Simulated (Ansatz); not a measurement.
Crystal: BiTe.

```
Bi Te
1.0
     0.00000    3.23500    3.23500
     3.23500    0.00000    3.23500
     3.23500    3.23500    0.00000
Bi Te
1 1
Direct
  0.00000 0.00000 0.00000
  0.50000 0.50000 0.50000
```

* Program: Ansatz 0.2.0
* Task: relaxation of cell and atoms
* Functional: PBE0
* Potentials or basis: Ansatz PAW
* Cutoff: 420 eV (not typed: the program's choice for these potentials)
* k mesh: 4 × 4 × 4
* Occupations: fermi-dirac, width 0.05 eV
* Spin: no spin polarisation

At the start: volume 33.86 Å³/atom.

**Question.** How do energy, volume and symmetry change on relaxing?

**Answer.** It ends after 4 steps and the volume is 32.96 Å³/atom (-2.7 %); space group Fm-3m (No. 225, to 0.05 Å).

The path:
```tsv
step	energy change (eV)	largest force (eV/Å)	volume (Å³)
1	0.0000	0.0000	67.71
2	-0.0061	0.0000	64.79
3	-0.0090	0.0000	65.91
4	-0.0087	0.0000	65.91
```

Final structure:
```cif
data_structure
_symmetry_space_group_name_H-M 'P 1'
_symmetry_Int_Tables_number 1
_cell_length_a 4.5342
_cell_length_b 4.5342
_cell_length_c 4.5342
_cell_angle_alpha 60.000
_cell_angle_beta 60.000
_cell_angle_gamma 60.000
_cell_volume 65.91
loop_
_atom_site_label
_atom_site_type_symbol
_atom_site_fract_x
_atom_site_fract_y
_atom_site_fract_z
_atom_site_occupancy
Bi1 Bi 0.00000 0.00000 0.00000 1
Te1 Te 0.50000 0.50000 0.50000 1
```

Caveat: the k mesh is coarse (spacing up to 0.42 Å⁻¹), so the values aren't converged, least of all with exact exchange; the plane-wave basis is chosen anew once the cell has moved, so the energies of steps on either side of that aren't comparable; the PAW data sets come from PBE, with cores solved anew for the run's functional, which leaves a small shift of forces and pressure.
